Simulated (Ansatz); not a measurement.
What does this script print? It uses Ansatz 0.2.0, Python API.

The script, `robust_batao3.py`:
```python
"""Refuse a result for BaTaO3 that has doubts or was not closed by its thresholds."""

import warnings

import ansatz


def main() -> None:
    cell = (
        ansatz.Lattice.of((4.130846, 0.0, 0.0), (0.0, 4.130846, 0.0), (0.0, 0.0, 4.130846))
        .atom("Ba", (0.0, 0.0, 0.0))
        .atom("Ta", (0.5, 0.5, 0.5))
        .atom("O", (0.0, 0.5, 0.5))
        .atom("O", (0.5, 0.0, 0.5))
        .atom("O", (0.5, 0.5, 0.0))
    )

    calc = (
        cell.calculation()
        .occupations("Marzari-Vanderbilt", width=0.15)
        .pseudopotentials("paw")
        .functional(ansatz.Functional.PBESOL, dispersion="d3bjatm")
        .kpoints(5)
    )

    with warnings.catch_warnings(record=True) as caught:
        warnings.simplefilter("always")
        res = calc.forces().stress().run()
    for item in caught:
        if issubclass(item.category, (ansatz.RunWarning, ansatz.DeckWarning)):
            print(item.category.__name__, "-", str(item.message)[:120])
    rep = res.report
    doubts = rep["published_state_doubts"]
    if doubts or rep.get("closed_by") != "deck_thresholds":
        print("rejected:", doubts, rep.get("closed_by"))
    else:
        print(f"accepted: F = {rep['free_energy_ev']:.5f} eV")


if __name__ == "__main__":
    main()
```

```console
$ python robust_batao3.py
DeckWarning - basis.ecutwfc = 420 eV, auto-derived from the records' recommended cutoffs: set by Ba (normal level)
accepted: F = -17360.00222 eV
```

Notes:
- Absolute energies stand on the zero of these potentials, so only differences at equal settings mean something. A total without «per atom» is that of the cell as typed.
- The cell holds an odd number of electrons and is run without spin, so a magnetic state may lie lower.
- Dispersion corrections can be off by several per cent in the lattices of metals, and by several GPa in the pressure at a fixed cell.
- For a metal this k-point mesh is coarse: on a finer one energies can move by several to tens of meV an atom and pressures by half a GPa or more, differences at one mesh by less.
- Spin-orbit coupling, which matters for elements this heavy, is left out.
- At these settings the cell as given stands under about -10 GPa, so it isn't at this functional's equilibrium volume.
- The structure comes from a database of computed cells and needn't be a stable or known phase.
- Wall time of the script: 2.9 s on 1 thread of Intel(R) Xeon(R) Platinum 8375C CPU @ 2.90GHz (Ice Lake) (shared host), peak memory 0.41 GiB.
